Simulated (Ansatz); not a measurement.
**AlBr₂F: a ladder of functionals and wavefunction methods**

An exercise on one series of results from a longer session: the logs are not shown, and one member is left open.

Computed with Ansatz 0.2.0, Gaussian basis. Level: functionals in def2-TZVPP, the program's frozen cores in correlated methods.

Levels to be run: LDA (SPW92), PBE-D4, revPBE-D4, BLYP-D4, r2SCAN-D4, B97M-V, PBE0-D4, B3LYP-D4, r2SCANh-D4, r2SCAN0-D4, HSE06-D4, BHLYP-D4, CAM-B3LYP-D4, LC-ωPBE, ωB97X-V, ωB97M-V, B2PLYP, PBE-QIDH; CCSD(T)/def2-SVP; CCSD(T)/def2-TZVPP; MP2/def2-QZVPP; extrapolation to the limit; RPA on PBE.

## Structure used throughout

The geometry comes from an earlier relaxation with PBE0-D4 in a triple-zeta def2 set; it is a stationary point.

SMILES `[F][Al]([Br])[Br]`, 4 atoms, charge 0, spin multiplicity 1.

Atoms are counted from 1 here; the program's logs count them from 0.

Bond lengths: F1–Al2 1.634 Å, Al2–Br3 2.222 Å, Al2–Br4 2.222 Å. Angles: F1–Al2–Br3 119.0°, F1–Al2–Br4 119.0°, Br3–Al2–Br4 122.1°.

The first run:

in.yaml reads:

```yaml
crystal:
  periodic: [false, false, false]
  atoms:
    - {symbol: F, position_ang: [0.011560, 0.585656, 1.653158]}
    - {symbol: Al, position_ang: [0.013604, 0.028871, 0.116754]}
    - {symbol: Br, position_ang: [1.421550, -1.599344, -0.436099]}
    - {symbol: Br, position_ang: [-1.391214, 0.924416, -1.354114]}
basis:
  gaussian: {orbitals: def2-TZVPP}
hamiltonian: {xc: lda}
output: {orbitals: {seedname: orbitals}}
```

The run is started by

```bash
$ ansatz run in.yaml --threads 4 --pin off --events-out ev --progress --plain --max-ram 10444MiB
```

Steps of the session up to this table: LDA; PBE-D4 (GGA); revPBE-D4 (GGA); BLYP-D4 (GGA); r2SCAN-D4 (meta-GGA); B97M-V (meta-GGA); B3LYP-D4 (hybrid); r2SCANh-D4 (hybrid); r2SCAN0-D4 (hybrid); HSE06-D4 (hybrid); BHLYP-D4 (hybrid); CAM-B3LYP-D4 (range-separated); LC-ωPBE (range-separated); ωB97X-V (range-separated); ωB97M-V (range-separated); B2PLYP (double hybrid); PBE-QIDH (double hybrid).

One of the session's tables, all rows but one given; the rest of the session is left out.

It belongs to the step «Orbital energies across the functionals». 

| functional | HOMO (eV) | LUMO (eV) | gap (eV) |
| --- | --- | --- | --- |
| LDA (SPW92) | -7.78 | -2.65 | 5.13 |
| PBE-D4 | ? | ? | ? |
| revPBE-D4 | -7.54 | -2.18 | 5.37 |
| BLYP-D4 | -7.41 | -2.26 | 5.15 |
| r2SCAN-D4 | -7.95 | -1.90 | 6.05 |
| B97M-V | -7.99 | -2.01 | 5.98 |
| PBE0-D4 | -8.91 | -1.49 | 7.42 |
| B3LYP-D4 | -8.62 | -1.77 | 6.85 |
| r2SCANh-D4 | -8.43 | -1.64 | 6.79 |
| r2SCAN0-D4 | -9.14 | -1.25 | 7.89 |
| HSE06-D4 | -8.51 | -1.86 | 6.65 |
| BHLYP-D4 | -10.03 | -0.69 | 9.34 |
| CAM-B3LYP-D4 | -10.21 | -0.58 | 9.64 |
| LC-ωPBE | -11.63 | 0.70 | 12.32 |
| ωB97X-V | -11.25 | 0.53 | 11.77 |
| ωB97M-V | -11.10 | 0.23 | 11.33 |

**Question.** Estimate the row for PBE-D4.

**Answer.** HOMO (eV): -7.60; LUMO (eV): -2.33; gap (eV): 5.27. In the column «HOMO (eV)» it lies between LDA (SPW92) (-7.78) and revPBE-D4 (-7.54).
